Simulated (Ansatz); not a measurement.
Li2HfN2 and its elements: a formation energy from the elements, run with Ansatz's Python interface.

`li2hfn2_li2hfn2.xyz`
```text
5
Lattice="3.23712095 0.0 0.0 -1.61856048 2.80342898 0.0 0.0 0.0 5.42359518" Properties=species:S:1:pos:R:3 pbc="T T T"
Li    1.61856049    0.93447632    2.07609024
Li   -0.00000002    1.86895266    3.34750494
Hf    0.00000000    0.00000000    0.00000000
N     1.61856049    0.93447632    4.22706797
N    -0.00000002    1.86895266    1.19652721
```

The script reads `li2hfn2_li.xyz`:
```text
1
Lattice="-1.75465 1.75465 1.75465 1.75465 -1.75465 1.75465 1.75465 1.75465 -1.75465" Properties=species:S:1:pos:R:3 pbc="T T T"
Li    0.00000000    0.00000000    0.00000000
```

The script reads `li2hfn2_hf.cif`:
```cif
data_Hf
_cell_length_a 3.196700
_cell_length_b 3.196700
_cell_length_c 5.057800
_cell_angle_alpha 90.00000
_cell_angle_beta 90.00000
_cell_angle_gamma 120.00000
_symmetry_space_group_name_H-M 'P 1'
_symmetry_Int_Tables_number 1
loop_
_symmetry_equiv_pos_as_xyz
'x, y, z'
loop_
_atom_site_label
_atom_site_type_symbol
_atom_site_fract_x
_atom_site_fract_y
_atom_site_fract_z
Hf1 Hf    0.333333    0.666667    0.250000
Hf2 Hf    0.666667    0.333333    0.750000
```

`li2hfn2_n2.cif`
```cif
data_N
_cell_length_a 9.000000
_cell_length_b 9.500000
_cell_length_c 10.000000
_cell_angle_alpha 90.00000
_cell_angle_beta 90.00000
_cell_angle_gamma 90.00000
_symmetry_space_group_name_H-M 'P 1'
_symmetry_Int_Tables_number 1
loop_
_symmetry_equiv_pos_as_xyz
'x, y, z'
loop_
_atom_site_label
_atom_site_type_symbol
_atom_site_fract_x
_atom_site_fract_y
_atom_site_fract_z
N1 N    0.500000    0.500000    0.444500
N2 N    0.500000    0.500000    0.555500
```

The script, `formation.py`:
```python
# -*- coding: utf-8 -*-
"""Is Li2HfN2 bound against its elements, after relaxing cells and atoms."""

from collections import Counter

import ansatz as az
from ase.io import read
import numpy as np

GASES = {"N2"}


def ground_state(name, crystal):
    calc = (
        crystal.calculation()
        .functional("LDA")
        .basis(500)
        .kpoints(spacing=0.27)
        .occupations("fermi_dirac", width=0.02)
        .stress()
    )
    if name in GASES:
        return calc.kpoints(1, 1, 1).relax(force_tolerance=0.01, max_steps=40).run()
    calc = calc.relax(force_tolerance=0.01, max_steps=40, cell=True)
    return calc.run()


def counts(outcome):
    return Counter(site.symbol for site in outcome.lattice.sites)

def formation_energy(outcome, mu):
    n = counts(outcome)
    return (outcome.report["energy_sigma0_ev"] - sum(k * mu[element] for element, k in n.items())) / sum(n.values())


def volume_per_atom(outcome):
    return abs(np.linalg.det(outcome.lattice.cell_ang)) / len(outcome.lattice.sites)


def main():
    phases = {}
    li2hfn2 = az.Crystal.from_extxyz("li2hfn2_li2hfn2.xyz")
    phases["Li2HfN2"] = li2hfn2
    li = az.Crystal.from_extxyz("li2hfn2_li.xyz")
    phases["Li"] = li
    atoms = read("li2hfn2_hf.cif")
    hf = az.Crystal.from_ase(atoms)
    phases["Hf"] = hf
    atoms = read("li2hfn2_n2.cif")
    n2 = az.Crystal.from_ase(atoms)
    phases["N2"] = n2

    done = {}
    for name, crystal in phases.items():
        done[name] = ground_state(name, crystal)
        print(f"{name}: {done[name].report['energy_sigma0_ev']:.4f} eV, {len(done[name].lattice.sites)} atoms")

    # chemical potentials of the elements at zero temperature
    references = {"Li": "Li", "Hf": "Hf", "N": "N2"}
    mu = {element: done[name].report["energy_sigma0_ev"] / len(done[name].lattice.sites) for element, name in references.items()}

    target = done["Li2HfN2"]
    heat = formation_energy(target, mu)
    for element, value in mu.items():
        print(f"mu({element}) = {value:.4f} eV from {references[element]}, {volume_per_atom(done[references[element]]):.2f} A^3/atom")
    print(f"formation energy of Li2HfN2: {heat:.4f} eV/atom = {96.4853 * heat:.1f} kJ/mol of atoms")
    # no correction for the overbinding of the gas molecule is applied


if __name__ == "__main__":
    main()
```

Is Li2HfN2 bound against its elements at this level, and by how much?

The formation energy is -1.470 eV an atom (-141.8 kJ per mole of atoms), so Li2HfN2 lies below the reference phases.

The run itself:

`python formation.py` gives:
```text
Li2HfN2: -16634.6384 eV, 5 atoms
Li: -201.6317 eV, 1 atoms
DeckWarning: the atoms were moved onto the symmetric positions of the space group found under crystal.symmetry.tolerance 1.0e-5 (fractional; no operation is sought that the atoms, as they stand in a [...]
Hf: -30953.7247 eV, 2 atoms
DeckWarning: output.stress: scf.convergence.dr2_threshold = 1e-7 eV (the SCF's general default) is looser than the 2e-10 eV advised for a printed stress (1e-10 eV for each atom of the cell: 2). What [...]
N2: -747.1653 eV, 2 atoms
mu(Li) = -201.6317 eV from Li, 19.09 A^3/atom
mu(Hf) = -15476.8623 eV from Hf, 20.81 A^3/atom
mu(N) = -373.5827 eV from N2, 427.50 A^3/atom
formation energy of Li2HfN2: -1.4695 eV/atom = -141.8 kJ/mol of atoms
```
(Warnings from the package without file and line, shortened.)

Reading the output:
- Absolute energies stand on the zero of these potentials, so only differences at equal settings mean something.
- The run is spin-unpolarised.
- For the metals among these phases the mesh is modest: differences between phases can be off by up to 40 meV an atom.
- Spin-orbit coupling, which matters for elements this heavy, is left out.
- The cells come from databases of deposited and of computed structures, and not all need be stable phases.
- The compound is the structure given, not necessarily its lowest; energies are at zero temperature, with no correction for gases. A semilocal functional's error on such energies is often 0.05 to 0.1 eV an atom, and 0.1 to 0.3 eV against gases such as O2 or F2.
- Timing: 40 s on 1 thread of Arm Neoverse V2, with other jobs on the host, peak memory 0.65 GiB.

(A comment or docstring line of the script was reworded after the run, the code is as it ran; lines on the test bed's own set-up are left out of the output.)
